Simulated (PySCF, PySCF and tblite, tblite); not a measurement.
**C₆H₆F₂S: a path driven as rotation about a bond, and NMR exchange**

Aim: the barrier and rate of rotation about a bond in C₆H₆F₂S (`FC(F)[C@H]1C=CC(=S)C1`), and what it does to NMR lines.

Computed with tblite 0.8.0 (tight binding) and PySCF 2.14.0 (DFT, with response routines of our own); each step states its level. Atoms count from 0 throughout.

## Step 1: The molecule as given

15 atoms, charge 0, multiplicity 1; geometry from: force field or distance geometry start.

Bonds of the start (Å): C1–C3 1.53, C1–F2 1.35, C1–H9 1.11, C3–C4 1.50, C3–C8 1.54, C3–H10 1.09, C4–C5 1.33, C4–H11 1.08, C5–C6 1.47, C5–H12 1.08, C6–C8 1.50, C6–S7 1.67, C8–H13 1.10, C8–H14 1.09, F0–C1 1.35.

## Step 2: GFN2-xTB relaxation, start minimum

What the job is given:

```
{"job": {"xc": "GFN2-xTB", "basis": "xTB", "kind": "relax"}, "charge": 0, "multiplicity": 1}
F     -2.597800    -0.730800     0.467600
C     -1.678300     0.188200     0.834800
F     -2.308400     1.373000     0.931600
C     -0.585900     0.272100    -0.228100
C      0.511600     1.229300     0.146700
C      1.724500     0.692100     0.247200
C      1.562400    -0.735200    -0.046800
S      2.774600    -1.884300    -0.001000
C      0.142300    -1.077500    -0.399300
H     -1.299800    -0.084700     1.840700
H     -1.044100     0.568000    -1.170600
H      0.310000     2.282900     0.294400
H      2.653800     1.181000     0.506100
H      0.087200    -1.412200    -1.444500
H     -0.256600    -1.854000     0.254000
```

Command:

```console
$ OMP_NUM_THREADS=1 python ens_run.py task.json out
```

This one command runs the whole study; its stages follow in the order run.

Log:

```text
step      E/eV     max force
  0    -777.83682    1.976
  1    -777.92236    0.628
  2    -777.94146    0.618
  3    -777.95929    0.354
  4    -777.96445    0.182
  5    -777.96741    0.138
  6    -777.96916    0.128
  7    -777.97061    0.140
  8    -777.97187    0.113
  9    -777.97269    0.063
 10    -777.97310    0.036
 11    -777.97333    0.031
 12    -777.97349    0.026
 13    -777.97364    0.029
 14    -777.97378    0.034
 15    -777.97395    0.035
 16    -777.97411    0.034
 17    -777.97422    0.030
 18    -777.97430    0.023
 19    -777.97439    0.022
 20    -777.97450    0.030
 21    -777.97461    0.027
 22    -777.97469    0.019
 23    -777.97474    0.016
 24    -777.97479    0.018
 25    -777.97483    0.018
 26    -777.97486    0.011
 27    -777.97488    0.013
 28    -777.97489    0.011
 29    -777.97491    0.009
 30    -777.97492    0.006
 31    -777.97493    0.007
 32    -777.97493    0.008
 33    -777.97495    0.010
 34    -777.97496    0.010
 35    -777.97497    0.006
 36    -777.97497    0.006
 37    -777.97498    0.007
 38    -777.97498    0.005
 39    -777.97499    0.005
 40    -777.97499    0.005
 41    -777.97499    0.005
 42    -777.97499    0.004
 43    -777.97500    0.003
```

Run time: 0.42 s. Hardware: 1 thread of Arm Neoverse N1, shared host.

Relaxing gained 0.138 eV and moved the atoms by 0.04 Å on average (rms).

## Step 3: Relaxed scan, rotation

What the job is given:

```
{"job": {"xc": "GFN2-xTB", "basis": "xTB", "coordinate": [["t", [0, 1, 3, 4], 0.1111111111111111], ["t", [0, 1, 3, 8], 0.1111111111111111], ["t", [0, 1, 3, 10], 0.1111111111111111], ["t", [2, 1, 3, 4], 0.1111111111111111], ["t", [2, 1, 3, 8], 0.1111111111111111], ["t", [2, 1, 3, 10], 0.1111111111111111], ["t", [9, 1, 3, 4], 0.1111111111111111], ["t", [9, 1, 3, 8], 0.1111111111111111], ["t", [9, 1, 3, 10], 0.1111111111111111]], "kind": "drive"}, "charge": 0, "multiplicity": 1}
F     -2.618530    -0.696295     0.486149
C     -1.664695     0.201432     0.827269
F     -2.292779     1.393766     0.949363
C     -0.581301     0.270405    -0.250983
C      0.493785     1.241611     0.137999
C      1.686645     0.646627     0.253422
C      1.591388    -0.758017    -0.044510
S      2.810304    -1.834960    -0.006963
C      0.163832    -1.065313    -0.405084
H     -1.272898    -0.078891     1.817369
H     -1.076082     0.581121    -1.177289
H      0.272908     2.281230     0.304538
H      2.615085     1.115468     0.524800
H      0.109254    -1.445800    -1.426098
H     -0.241328    -1.844394     0.243088
```

Log:

```text
point  coordinate     E/eV
  0    -34.000     -777.95816
  1    -48.800     -777.91591
  2    -64.000     -777.87241
  3    -79.300     -777.85254
  4    -94.500     -777.86269
  5   -109.600     -777.89653
  6   -124.500     -777.93216
  7   -139.300     -777.94524
```

Wall time 2.4 s (1 thread of Arm Neoverse N1, shared host).

The highest point is number 3, 2.4 kcal/mol above the first.

## Step 4: Nudged elastic band, leg 1

What the job is given:

```
{"job": {"xc": "GFN2-xTB", "basis": "xTB", "kind": "neb"}, "charge": 0, "multiplicity": 1}
F     -2.618530    -0.696295     0.486149
C     -1.664695     0.201432     0.827269
F     -2.292779     1.393766     0.949363
C     -0.581301     0.270405    -0.250983
C      0.493785     1.241611     0.137999
C      1.686645     0.646627     0.253422
C      1.591388    -0.758017    -0.044510
S      2.810304    -1.834960    -0.006963
C      0.163832    -1.065313    -0.405084
H     -1.272898    -0.078891     1.817369
H     -1.076082     0.581121    -1.177289
H      0.272908     2.281230     0.304538
H      2.615085     1.115468     0.524800
H      0.109254    -1.445800    -1.426098
H     -0.241328    -1.844394     0.243088
```

Log:

```text
image   E - E0 / eV
  0       0.0000
  1       0.0366
  2       0.1015
  3       0.1226
  4       0.0873
  5       0.0420
  6       0.0281
```

It took 2 s on 1 thread of Arm Neoverse N1, shared host; peak memory 0.19 GiB.

The highest point is number 3, 2.8 kcal/mol above the first.

## Step 5: Saddle search, leg 1

What the job is given:

```
{"job": {"xc": "GFN2-xTB", "basis": "xTB", "kind": "saddle"}, "charge": 0, "multiplicity": 1}
F     -2.913170     0.458768     0.096031
C     -1.717568     0.153992     0.656534
F     -1.510243     1.090223     1.610810
C     -0.603733     0.153931    -0.408939
C      0.406351     1.237681    -0.158395
C      1.642689     0.752058    -0.000903
C      1.649017    -0.678876    -0.129811
S      2.939225    -1.659592     0.012248
C      0.245625    -1.129057    -0.437855
H     -1.824631    -0.812829     1.171238
H     -1.106824     0.319766    -1.368298
H      0.115863     2.271789    -0.106191
H      2.532032     1.319182     0.205971
H      0.229698    -1.596685    -1.423324
H     -0.084330    -1.880350     0.280884
```

Log:

```text
step      E/eV     max force
  0    -777.85240   0.0542
  1    -777.85400   0.0845
  2    -777.85474   0.0747
  3    -777.85484   0.0474
  4    -777.85585   0.1537
  5    -777.85462   0.0609
  6    -777.85489   0.0114
  7    -777.85490   0.0036
lowest wavenumbers (cm-1): -57.9 36.9 153.3 228.7 297.2 320.0
```

Run time: 4.4 s. Hardware: 1 thread of Arm Neoverse N1, shared host; peak memory 0.19 GiB.

Point group C1; 1 imaginary mode, 58i cm⁻¹, carried by F0, F2. Steps downhill from it reached both ends.

## Step 6: Shieldings, start: BHandHLYP/pcSseg-1

What the job is given:

```
{"job": {"kind": "nmr", "xc": "BHandHLYP", "basis": "pcSseg-1", "pop": false}, "charge": 0, "multiplicity": 1}
F     -2.618530    -0.696295     0.486149
C     -1.664695     0.201432     0.827269
F     -2.292779     1.393766     0.949363
C     -0.581301     0.270405    -0.250983
C      0.493785     1.241611     0.137999
C      1.686645     0.646627     0.253422
C      1.591388    -0.758017    -0.044510
S      2.810304    -1.834960    -0.006963
C      0.163832    -1.065313    -0.405084
H     -1.272898    -0.078891     1.817369
H     -1.076082     0.581121    -1.177289
H      0.272908     2.281230     0.304538
H      2.615085     1.115468     0.524800
H      0.109254    -1.445800    -1.426098
H     -0.241328    -1.844394     0.243088
```

Log:

```text
coarse grid: 14032 points
cycle   1  E = -829.6228164674  dE =  1.757e+00  |g| = 7.888e-01  |ddm| = 3.637e+00
cycle   2  E = -829.5782800463  dE =  4.454e-02  |g| = 9.755e-01  |ddm| = 1.608e+00
cycle   3  E = -829.7601434953  dE = -1.819e-01  |g| = 1.085e-01  |ddm| = 1.037e+00
cycle   4  E = -829.7621920345  dE = -2.049e-03  |g| = 6.874e-02  |ddm| = 1.741e-01
cycle   5  E = -829.7633964281  dE = -1.204e-03  |g| = 1.272e-02  |ddm| = 1.098e-01
cycle   6  E = -829.7634373925  dE = -4.096e-05  |g| = 3.970e-03  |ddm| = 1.686e-02
cycle   7  E = -829.7634416863  dE = -4.294e-06  |g| = 1.547e-03  |ddm| = 6.540e-03
final grid: 134440 points
cycle   8  E = -829.8153967753  dE = -1.999e-05  |g| = 4.359e-03  |ddm| = 1.872e-02
cycle   9  E = -829.8153947314  dE =  2.044e-06  |g| = 5.353e-03  |ddm| = 8.274e-03
cycle  10  E = -829.8154011083  dE = -6.377e-06  |g| = 4.471e-04  |ddm| = 5.396e-03
cycle  11  E = -829.8154011500  dE = -4.174e-08  |g| = 2.593e-04  |ddm| = 7.274e-04
cycle  12  E = -829.8154011652  dE = -1.516e-08  |g| = 7.073e-05  |ddm| = 3.951e-04
cycle  13  E = -829.8154011664  dE = -1.241e-09  |g| = 2.328e-05  |ddm| = 8.950e-05
cycle  14  E = -829.8154011666  dE = -1.605e-10  |g| = 1.053e-05  |ddm| = 4.801e-05
converged SCF energy = -829.8154011666

GIAO shielding tensors (ppm)
atom      isotropic    diamagn.    paramagn.     s11        s22        s33       span
  0 F      319.260     472.603    -153.343    217.758    354.258    385.764    168.006
  1 C       65.183     241.758    -176.575     49.136     70.830     75.583     26.447
  2 F      320.278     472.543    -152.265    231.393    349.743    379.700    148.307
  3 C      131.843     247.557    -115.714    114.681    134.351    146.497     31.816
  4 C       16.578     254.531    -237.952   -113.021     21.116    141.640    254.661
  5 C       30.939     251.105    -220.166    -72.885     41.287    124.416    197.301
  6 C      -83.369     259.105    -342.474   -249.499   -114.858    114.250    363.749
  7 S     -398.376    1055.197   -1453.572  -1604.972   -306.704    716.548   2321.520
  8 C      138.052     246.130    -108.078    117.870    125.258    171.029     53.159
  9 H       26.387      28.698      -2.310     25.153     25.559     28.450      3.297
 10 H       28.365      30.303      -1.938     25.763     27.324     32.009      6.246
 11 H       24.086      30.932      -6.846     20.245     23.492     28.521      8.276
 12 H       25.068      31.176      -6.109     22.981     23.636     28.587      5.606
 13 H       28.597      29.528      -0.931     23.766     28.797     33.229      9.463
 14 H       28.870      30.087      -1.217     23.812     30.907     31.892      8.079
```

Run time: 42 s. Hardware: 1 thread of Arm Neoverse N1, shared host; peak memory 0.85 GiB.

Key values: HOMO -7.58 eV, LUMO -1.67 eV; dipole 1.98 D.

(Part 1 of 2 ends here.)
